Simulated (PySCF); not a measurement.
# C5H9F3Si: NMR shifts at several levels of theory, part 2 of 2

PySCF 2.14.0. Atoms count from 0.

## 5. Shielding tensors: wB97X-D/pcSseg-2

The job: settings as JSON, then the geometry in Å.

```
{"job": {"kind": "nmr", "xc": "wB97X-D", "basis": "pcSseg-2", "pop": false}, "charge": 0, "multiplicity": 1}
F      1.986764    -0.601197     0.967221
Si     0.943955     0.179394     0.026444
F      1.793394     0.825309    -1.174766
F      0.381602     1.410180     0.899222
C     -0.389553    -0.932110    -0.598501
C     -1.239068    -1.541881     0.529660
C     -2.265600    -0.451884     0.873480
C     -2.397111     0.425511    -0.393160
C     -1.444062    -0.184184    -1.432718
H      0.129188    -1.708103    -1.188135
H     -1.749627    -2.433910     0.130091
H     -0.653013    -1.878544     1.398822
H     -3.224848    -0.890069     1.185300
H     -1.910071     0.155996     1.718719
H     -3.428505     0.468044    -0.772388
H     -2.103733     1.461314    -0.166829
H     -1.022130     0.560451    -2.125503
H     -1.978619    -0.922808    -2.052910
```

With the program's defaults for keys left out, this is: GIAO wB97X-D/pcSseg-2 NMR shielding, non-relativistic, gas phase.

What it wrote:

```text
coarse grid: 15896 points
cycle   1  E = -785.1228509628  dE =  1.171e+00  |g| = 9.180e-01  |ddm| = 2.957e+00
cycle   2  E = -785.1056802507  dE =  1.717e-02  |g| = 1.077e+00  |ddm| = 9.925e-01
cycle   3  E = -785.2599635529  dE = -1.543e-01  |g| = 4.596e-02  |ddm| = 4.923e-01
cycle   4  E = -785.2603894781  dE = -4.259e-04  |g| = 2.855e-02  |ddm| = 6.505e-02
cycle   5  E = -785.2605688445  dE = -1.794e-04  |g| = 6.279e-03  |ddm| = 3.011e-02
cycle   6  E = -785.2605782635  dE = -9.419e-06  |g| = 1.238e-03  |ddm| = 6.806e-03
final grid: 151128 points
cycle   7  E = -785.2663168895  dE = -3.608e-04  |g| = 1.303e-02  |ddm| = 7.571e-02
cycle   8  E = -785.2663148442  dE =  2.045e-06  |g| = 1.439e-02  |ddm| = 1.594e-02
cycle   9  E = -785.2663460933  dE = -3.125e-05  |g| = 8.085e-04  |ddm| = 6.815e-03
cycle  10  E = -785.2663461917  dE = -9.833e-08  |g| = 4.412e-04  |ddm| = 1.078e-03
cycle  11  E = -785.2663462277  dE = -3.607e-08  |g| = 1.023e-04  |ddm| = 3.803e-04
cycle  12  E = -785.2663462302  dE = -2.470e-09  |g| = 2.217e-05  |ddm| = 1.126e-04
cycle  13  E = -785.2663462304  dE = -2.069e-10  |g| = 5.208e-06  |ddm| = 4.895e-05
converged SCF energy = -785.2663462304

GIAO shielding tensors (ppm)
atom      isotropic    diamagn.    paramagn.     s11        s22        s33       span
  0 F      326.916     467.418    -140.502    272.814    300.882    407.051    134.237
  1 Si     393.948     876.225    -482.278    361.301    366.936    453.607     92.306
  2 F      326.824     467.357    -140.533    272.993    300.187    407.292    134.300
  3 F      320.915     469.782    -148.867    276.886    279.034    406.827    129.941
  4 C      159.806     251.057     -91.251    139.291    167.087    173.039     33.747
  5 C      154.369     242.378     -88.008    127.695    164.612    170.801     43.105
  6 C      158.753     244.391     -85.637    130.665    171.101    174.494     43.828
  7 C      158.729     244.366     -85.637    130.584    171.098    174.505     43.921
  8 C      154.365     242.391     -88.026    127.707    164.694    170.693     42.986
  9 H       29.889      32.112      -2.223     26.144     26.968     36.556     10.412
 10 H       29.692      29.401       0.291     24.208     27.489     37.380     13.172
 11 H       29.349      30.308      -0.959     24.798     27.628     35.621     10.824
 12 H       29.640      27.404       2.236     24.488     27.170     37.263     12.774
 13 H       29.562      31.068      -1.506     26.360     26.695     35.632      9.272
 14 H       29.643      27.419       2.224     24.491     27.173     37.265     12.774
 15 H       29.539      31.084      -1.544     26.411     26.624     35.583      9.171
 16 H       29.354      30.329      -0.974     24.819     27.621     35.623     10.805
 17 H       29.689      29.414       0.275     24.209     27.476     37.380     13.171
```

Run time: 2 min. Hardware: 8 threads of Arm Neoverse V1, shared host.

In short: δ C5 30.0, C6 25.7, C4 24.6, F0 -138.5, H11 2.00, H13 1.81 ppm (means over like atoms).

## 6. Nuclear shieldings: KT2/pcSseg-2

Same as in step 5 but for these lines:

```diff
@@ -1,2 +1,2 @@
-{"job": {"kind": "nmr", "xc": "wB97X-D", "basis": "pcSseg-2", "pop": false}, "charge": 0, "multiplicity": 1}
+{"job": {"kind": "nmr", "xc": "KT2", "basis": "pcSseg-2", "pop": false}, "charge": 0, "multiplicity": 1}
 F      1.986764    -0.601197     0.967221
```

With the program's defaults for keys left out, this is: GIAO KT2/pcSseg-2 NMR shielding, non-relativistic, gas phase.

What it wrote:

```text
coarse grid: 15896 points
cycle   1  E = -794.9711347024  dE =  8.781e-01  |g| = 1.232e+00  |ddm| = 3.144e+00
cycle   2  E = -794.2988950576  dE =  6.722e-01  |g| = 2.382e+00  |ddm| = 2.526e+00
cycle   3  E = -795.2226762101  dE = -9.238e-01  |g| = 1.618e-01  |ddm| = 1.911e+00
cycle   4  E = -795.2265041781  dE = -3.828e-03  |g| = 1.024e-01  |ddm| = 2.148e-01
cycle   5  E = -795.2289330144  dE = -2.429e-03  |g| = 1.966e-02  |ddm| = 8.841e-02
cycle   6  E = -795.2290125347  dE = -7.952e-05  |g| = 4.407e-03  |ddm| = 1.916e-02
cycle   7  E = -795.2290149345  dE = -2.400e-06  |g| = 2.376e-03  |ddm| = 4.993e-03
final grid: 151128 points
cycle   8  E = -795.2477372747  dE = -6.490e-04  |g| = 3.419e-02  |ddm| = 2.375e-01
cycle   9  E = -795.2473077124  dE =  4.296e-04  |g| = 6.070e-02  |ddm| = 5.312e-02
cycle  10  E = -795.2478981351  dE = -5.904e-04  |g| = 4.985e-03  |ddm| = 3.789e-02
cycle  11  E = -795.2479017782  dE = -3.643e-06  |g| = 1.491e-03  |ddm| = 4.734e-03
cycle  12  E = -795.2479022853  dE = -5.070e-07  |g| = 3.806e-04  |ddm| = 1.649e-03
cycle  13  E = -795.2479023162  dE = -3.095e-08  |g| = 9.605e-05  |ddm| = 3.927e-04
cycle  14  E = -795.2479023185  dE = -2.248e-09  |g| = 2.031e-05  |ddm| = 1.258e-04
cycle  15  E = -795.2479023186  dE = -9.209e-11  |g| = 5.430e-06  |ddm| = 2.456e-05
converged SCF energy = -795.2479023186

GIAO shielding tensors (ppm)
atom      isotropic    diamagn.    paramagn.     s11        s22        s33       span
  0 F      306.643     468.283    -161.640    246.128    278.998    394.801    148.673
  1 Si     399.814     878.871    -479.057    373.056    379.234    447.153     74.097
  2 F      306.548     468.223    -161.675    246.361    278.191    395.093    148.732
  3 F      299.299     470.505    -171.206    247.759    254.614    395.525    147.766
  4 C      154.536     252.584     -98.048    136.656    160.741    166.211     29.555
  5 C      150.827     242.031     -91.204    124.435    160.249    167.797     43.362
  6 C      155.860     245.093     -89.233    128.322    167.615    171.643     43.321
  7 C      155.831     245.118     -89.288    128.245    167.595    171.652     43.407
  8 C      150.825     242.065     -91.240    124.434    160.342    167.699     43.265
  9 H       29.322      31.691      -2.369     25.844     26.572     35.550      9.707
 10 H       29.437      28.905       0.532     23.789     27.452     37.069     13.280
 11 H       28.911      30.095      -1.184     24.489     27.460     34.784     10.296
 12 H       29.325      26.544       2.781     24.235     27.117     36.623     12.388
 13 H       29.300      31.162      -1.862     26.040     26.634     35.225      9.185
 14 H       29.327      26.569       2.758     24.237     27.119     36.624     12.387
 15 H       29.278      31.192      -1.914     26.092     26.566     35.178      9.086
 16 H       28.916      30.110      -1.195     24.507     27.452     34.787     10.281
 17 H       29.433      28.923       0.510     23.789     27.440     37.069     13.280
```

Run time: 60 s. Hardware: 8 threads of Arm Neoverse V1, shared host.

Key values: δ C5 31.5, C4 27.7, C6 26.4, F0 -167.8, H11 2.26, H13 1.89 ppm (means over like atoms).

## 7. Nuclear shieldings: HF/pcSseg-2

Same as in step 6 but for these lines:

```diff
@@ -1,2 +1,2 @@
-{"job": {"kind": "nmr", "xc": "KT2", "basis": "pcSseg-2", "pop": false}, "charge": 0, "multiplicity": 1}
+{"job": {"kind": "nmr", "xc": "HF", "basis": "pcSseg-2", "pop": false}, "charge": 0, "multiplicity": 1}
 F      1.986764    -0.601197     0.967221
```

Level: GIAO HF/pcSseg-2 NMR shielding, non-relativistic, gas phase.

What it wrote:

```text
final grid: 151128 points
cycle   1  E = -782.0974996943  dE =  1.502e+00  |g| = 8.511e-01  |ddm| = 2.964e+00
cycle   2  E = -782.2199448955  dE = -1.224e-01  |g| = 5.035e-01  |ddm| = 7.425e-01
cycle   3  E = -782.2569237663  dE = -3.698e-02  |g| = 7.745e-02  |ddm| = 2.768e-01
cycle   4  E = -782.2588594130  dE = -1.936e-03  |g| = 1.391e-02  |ddm| = 1.058e-01
cycle   5  E = -782.2589203010  dE = -6.089e-05  |g| = 3.055e-03  |ddm| = 1.882e-02
cycle   6  E = -782.2589256499  dE = -5.349e-06  |g| = 1.117e-03  |ddm| = 6.687e-03
cycle   7  E = -782.2589262385  dE = -5.885e-07  |g| = 4.121e-04  |ddm| = 1.836e-03
cycle   8  E = -782.2589263232  dE = -8.473e-08  |g| = 9.898e-05  |ddm| = 7.768e-04
cycle   9  E = -782.2589263285  dE = -5.307e-09  |g| = 2.720e-05  |ddm| = 2.004e-04
cycle  10  E = -782.2589263288  dE = -2.817e-10  |g| = 8.143e-06  |ddm| = 4.149e-05
converged SCF energy = -782.2589263288

GIAO shielding tensors (ppm)
atom      isotropic    diamagn.    paramagn.     s11        s22        s33       span
  0 F      359.179     468.844    -109.665    312.795    336.492    428.251    115.456
  1 Si     444.922     874.339    -429.418    405.526    410.222    519.016    113.490
  2 F      359.097     468.785    -109.689    312.942    335.903    428.445    115.502
  3 F      353.749     471.553    -117.804    316.406    317.140    427.700    111.294
  4 C      173.971     250.838     -76.866    153.396    180.130    188.387     34.992
  5 C      165.587     240.962     -75.375    142.470    174.839    179.452     36.981
  6 C      169.297     241.945     -72.648    145.266    180.020    182.605     37.338
  7 C      169.284     241.954     -72.670    145.185    180.031    182.636     37.451
  8 C      165.586     240.982     -75.395    142.482    174.919    179.358     36.876
  9 H       30.590      32.514      -1.924     26.443     27.267     38.059     11.617
 10 H       30.179      28.920       1.259     24.607     27.595     38.335     13.727
 11 H       29.850      30.638      -0.788     25.053     27.850     36.648     11.595
 12 H       30.082      26.281       3.801     24.731     27.265     38.251     13.520
 13 H       30.065      31.609      -1.544     26.718     26.878     36.600      9.882
 14 H       30.085      26.286       3.799     24.733     27.268     38.256     13.522
 15 H       30.042      31.626      -1.584     26.742     26.832     36.553      9.810
 16 H       29.857      30.659      -0.802     25.076     27.843     36.651     11.574
 17 H       30.175      28.936       1.239     24.608     27.582     38.335     13.727
```

It took 61 s on 8 threads of Arm Neoverse V1, shared host.

Key values: δ C5 25.9, C6 22.2, C4 17.5, F0 -112.1, H11 1.83, H13 1.63 ppm (means over like atoms).

## 8. Side by side: NMR shifts

Shifts (ppm) of some atoms, chosen among heavy atoms and hydrogens apart, means over like atoms, with basis size and wall time:

| run | C5 | C6 | C4 | H11 | H9 | F0 | Si1 | functions | time |
| --- | --- | --- | --- | --- | --- | --- | --- | --- | --- |
| PBE0/pcSseg-2 | 30.3 | 25.7 | 25.1 | 2.07 | 1.57 | -145.3 | -52.9 | 457 | 96 s |
| PBE/pcSseg-2 | 32.2 | 27.2 | 28.1 | 2.17 | 1.74 | -163.1 | -52.8 | 457 | 58 s |
| wB97X-D/pcSseg-2 | 30.0 | 25.7 | 24.6 | 2.00 | 1.47 | -138.5 | -53.2 | 457 | 2 min |
| KT2/pcSseg-2 | 31.5 | 26.4 | 27.7 | 2.26 | 1.85 | -167.8 | -48.8 | 457 | 60 s |
| HF/pcSseg-2 | 25.9 | 22.2 | 17.5 | 1.83 | 1.09 | -112.1 | -62.0 | 457 | 61 s |

## 9. Results

The summary covers parts 1 to 2.

| quantity | value |
| --- | --- |
| point group | Cs |
| rotational constants (main isotopes) | 2.22, 1.04, 0.97 GHz |
| 13C shifts against TMS (PBE0/pcSseg-2, means over atoms taken as alike) | 30.3, 25.7, 25.1 ppm |
| 1H shifts against TMS (PBE0/pcSseg-2, means over atoms taken as alike) | 2.07, 1.83, 1.74, 1.71, 1.57 ppm |
| 19F shifts against CFCl3 (PBE0/pcSseg-2, means over atoms taken as alike) | -145.3 ppm |
| 29Si shifts against TMS (PBE0/pcSseg-2) | -52.9 ppm |
| range of the shift of F0 | -167.8 to -112.1 ppm |

Single values in the summary come from the first run of each kind that ended normally (PBE0/pcSseg-2), which need not be the best level. The optimisation took 4 steps and gained 0.124 eV; among the close pairs (by a distance rule), Si1–C4 changed most, from 1.882 to 1.845 Å. No frequency check was run at this level, so the end point may be a saddle. At PBE0/pcSseg-2: Shielding is most anisotropic at F0, F2, F3 (span 137 ppm, paramagnetic term -148 ppm). Across the 5 runs the shift of F0 (with its like atoms) moves most, between -167.8 (KT2/pcSseg-2) and -112.1 ppm (HF/pcSseg-2).
